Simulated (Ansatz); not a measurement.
# Al2O3: the cost of one run

Computed with Ansatz 0.2.0 (DFT r2SCAN, scalar-relativistic, plane waves, PAW, unless a step's input says otherwise).

### 1 The starting structure

It takes space group R-3c (No. 167, trigonal). Conventional cell: a = 4.757 Å, b = 4.757 Å, c = 12.988 Å, α = 90.00°, β = 90.00°, γ = 120.00°. Around Al (site symmetry 3) lie 6 O at 1.85 to 1.97 Å. Around O (site symmetry 2) lie 4 Al at 1.85 to 1.97 Å.

Coordinates:

```
Al O
1.0
     2.37850    1.37323    4.32923
    -2.37850    1.37323    4.32923
     0.00000   -2.74646    4.32923
Al O
4 6
Direct
  0.85218 0.85218 0.85218
  0.64782 0.64782 0.64782
  0.14782 0.14782 0.14782
  0.35218 0.35218 0.35218
  0.05625 0.44375 0.75000
  0.75000 0.05625 0.44375
  0.44375 0.75000 0.05625
  0.94375 0.55625 0.25000
  0.25000 0.94375 0.55625
  0.55625 0.25000 0.94375
```

The structure comes from the Crystallography Open Database.

(A quick probe on a coarse mesh, which set the mesh and smearing, is not shown.)

### 3 Relaxing cell and atoms

input.yaml reads:

```yaml
crystal:
  lattice:
    - [2.3785015489, 1.3732285095, 4.32923]
    - [-2.3785015489, 1.3732285095, 4.32923]
    - [0.0, -2.7464570191, 4.32923]
  atoms:
    - { symbol: Al, position: [0.85218, 0.85218, 0.85218] }
    - { symbol: Al, position: [0.64782, 0.64782, 0.64782] }
    - { symbol: Al, position: [0.14782, 0.14782, 0.14782] }
    - { symbol: Al, position: [0.35218, 0.35218, 0.35218] }
    - { symbol: O, position: [0.05625, 0.44375, 0.75] }
    - { symbol: O, position: [0.75, 0.05625, 0.44375] }
    - { symbol: O, position: [0.44375, 0.75, 0.05625] }
    - { symbol: O, position: [0.94375, 0.55625, 0.25] }
    - { symbol: O, position: [0.25, 0.94375, 0.55625] }
    - { symbol: O, position: [0.55625, 0.25, 0.94375] }
basis:
  ecutwfc: 500
kpoints:
  mp_grid: { grid: [6, 6, 6] }
hamiltonian:
  xc: r2scan
scf:
  occupations: { method: gaussian, width: 0.02 }
output:
  forces: true
  stress: true
  eigenvalues: true
relax:
  adjacent_minimum: "off"
  f_tol: 0.005
  max_steps: 80
  cell: { stress_tol: 0.05 }
```

Launch:

```
$ ansatz run input.yaml --threads 2 --pin off --max-ram 5120MiB --backend cpu --events-out ev --progress --plain --runs-dir out
```

Q: Estimate wall time and peak memory on 2 threads of AMD EPYC 9R45 (Zen 5), shared host.

About 11 s, with a peak of 0.74 GiB.
